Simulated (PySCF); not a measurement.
**Ga: changing the method**

What do other methods print for Ga?

The runs use PySCF 2.14.0; each script names its method and basis.

1 further run of the same task is left out (it didn't finish).

## (1) The atom

Ga: 1 atom, charge 0, spin multiplicity 2.

## (2) The base run

Contents of input.py:

```python
from pyscf import gto, scf, cc

mol = gto.M(
    atom='Ga 0 0 0',
    basis='6-31g',
    charge=0,
    spin=1,
    verbose=3,
)
mf = scf.ROHF(mol)
mf.kernel()
mycc = cc.CCSD(mf, frozen=9)
mycc.kernel()
e = mycc.eaccsd(nroots=6)[0]
print('roots (eV) =', (e*27.211386).round(3))
mf.dip_moment()
print('orbital energies (hartree):', mf.mo_energy[..., max(0, mol.nelec[1]-3):mol.nelec[0]+3].round(4))
```

Started as:

```bash
> OMP_NUM_THREADS=1 python input.py
```

## (3) TDHF (UHF)

Run 1 changes step after the SCF: eomea → tddft; SCF type: ROHF → UHF; number of roots: 6 → 5.

Contents of input.py:

```python
from pyscf import gto, scf, tdscf

mol = gto.M(
    atom='Ga 0 0 0',
    basis='6-31g',
    charge=0,
    spin=1,
    verbose=3,
)
mf = scf.UHF(mol)
mf.kernel()
td = tdscf.TDHF(mf)
td.nstates = 5
td.kernel()
td.analyze()
mf.dip_moment()
print('orbital energies (hartree):', [e[max(0, n-3):n+3].round(4) for e, n in zip(mf.mo_energy, mol.nelec)])
```

## (4) B3pw91 (ROKS)

Run 2 changes functional: none (Hartree–Fock) → b3pw91; SCF type: ROHF → ROKS; step after the SCF: eomea → analyze.

Contents of input.py:

```python
from pyscf import gto, dft

mol = gto.M(
    atom='Ga 0 0 0',
    basis='6-31g',
    charge=0,
    spin=1,
    verbose=3,
)
mf = dft.ROKS(mol, xc='b3pw91')
mf.kernel()
mf.analyze()
print('orbital energies (hartree):', mf.mo_energy[..., max(0, mol.nelec[1]-3):mol.nelec[0]+3].round(4))
```

## (5) Pbesol (ROKS)

Run 3 changes functional: none (Hartree–Fock) → pbesol; SCF type: ROHF → ROKS; step after the SCF: eomea → analyze.

Contents of input.py:

```python
from pyscf import gto, dft

mol = gto.M(
    atom='Ga 0 0 0',
    basis='6-31g',
    charge=0,
    spin=1,
    verbose=3,
)
mf = dft.ROKS(mol, xc='pbesol')
mf.kernel()
mf.analyze()
print('orbital energies (hartree):', mf.mo_energy[..., max(0, mol.nelec[1]-3):mol.nelec[0]+3].round(4))
```

## (6) Stability test (UHF)

Run 4 changes step after the SCF: eomea → stability; SCF type: ROHF → UHF.

Contents of input.py:

```python
from pyscf import gto, scf

mol = gto.M(
    atom='Ga 0 0 0',
    basis='6-31g',
    charge=0,
    spin=1,
    verbose=3,
)
mf = scf.UHF(mol)
mf.kernel()
mf.stability(internal=True, external=True)
mf.dip_moment()
print('orbital energies (hartree):', [e[max(0, n-3):n+3].round(4) for e, n in zip(mf.mo_energy, mol.nelec)])
```

## (7) B3lyp (ROKS)

Run 5 changes functional: none (Hartree–Fock) → b3lyp; SCF type: ROHF → ROKS; step after the SCF: eomea → analyze.

Contents of input.py:

```python
from pyscf import gto, dft

mol = gto.M(
    atom='Ga 0 0 0',
    basis='6-31g',
    charge=0,
    spin=1,
    verbose=3,
)
mf = dft.ROKS(mol, xc='b3lyp')
mf.kernel()
mf.analyze()
print('orbital energies (hartree):', mf.mo_energy[..., max(0, mol.nelec[1]-3):mol.nelec[0]+3].round(4))
```

**Question.** What will these runs give? Wanted: for each run, E(SCF); from base; gap, α spin; after the SCF.

The runs gave:

```tsv
run	E(SCF) (hartree)	from base (eV)	gap, α spin (eV)	after the SCF
base	-1922.894192	0	n/a	CCSD correlation -4.772 eV, core frozen, first root 0.34 eV
TDHF (UHF)	-1922.894362	-0.0046	6.15	lowest root found 0.00 eV
b3pw91 (ROKS)	-1924.469433	not comparable	n/a	n/a
pbesol (ROKS)	-1922.708082	not comparable	n/a	n/a
stability test (UHF)	-1922.894362	-0.0046	6.15	stable
b3lyp (ROKS)	-1924.507067	not comparable	n/a	n/a
```

**Reading.** A lower total energy from another functional means nothing by itself.
